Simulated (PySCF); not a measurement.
**Sn2+: bond curves at several levels of theory**

An exercise on one series of results from a longer session: the logs are not shown, and one member is left open.

Program: PySCF 2.14.0. Level of theory: Sn def2-SVP with ECP28, scalar-relativistic core potentials. These are calculated values, not measurements.

The first run:

Settings of the job:

| Property | Result |
| --- | --- |
| atoms | Sn, Sn |
| charge | 1 |
| basis | Sn def2-SVP with ECP28 |
| Hamiltonian | scalar-relativistic core potentials |
| basis functions | 52 |
| electrons treated | 43 |
| masses in u | 119.9022, 119.9022 |
| levels | PBE0, PBE, r²SCAN, r²SCANh, BHandHLYP, B3LYP, HF, MP2, SCS-MP2, CCSD, CCSD(T) |
| grid | 80 radial by 434 angular points |
| occupations | held fixed by the projection of orbital angular momentum |
| dissociation limit | Sn+ + Sn, each in its ground configuration |
| starting distance in angstrom | 2.800 |
| values of 2S to try | 1, 3 |

On the command line:

```bash
$ OMP_NUM_THREADS=1 python dia.py task.json out
```

Among the steps run: Input; First curve: PBE0; Higher solutions at PBE0; PBE (GGA); r²SCAN (meta-GGA); r²SCANh; BHandHLYP (global hybrid GGA); B3LYP; UHF (mean field); Adding correlation.

One of the session's tables, all rows but one given; the rest of the session is left out.

| level | Re (Å) | ωe (cm⁻¹) | De (eV) |
| --- | --- | --- | --- |
| UHF | 2.777 | 186.9 | 1.50 |
| UHF-MP2 | 2.782 | 181.9 | 2.40 |
| UHF-SCS-MP2 | 2.761 | 192.2 | 2.09 |
| UHF-CCSD | 2.805 | 174.6 | 2.26 |
| UHF-CCSD(T) | 2.817 | 169.3 | 2.39 |
| PBE | 2.838 | 158.8 | 3.01 |
| r²SCAN | 2.796 | 169.3 | 2.93 |
| r²SCANh | 2.783 | 173.6 | 2.84 |
| B3LYP | 2.834 | 161.3 | 2.66 |
| PBE0 | ? | ? | ? |
| BHandHLYP | 2.784 | 177.5 | 2.34 |

Q: Estimate the row for PBE0 from the others.

The run gave: Re (Å): 2.788; ωe (cm⁻¹): 174.2; De (eV): 2.75. In the column «Re (Å)» it lies between BHandHLYP (2.784) and r²SCAN (2.796).
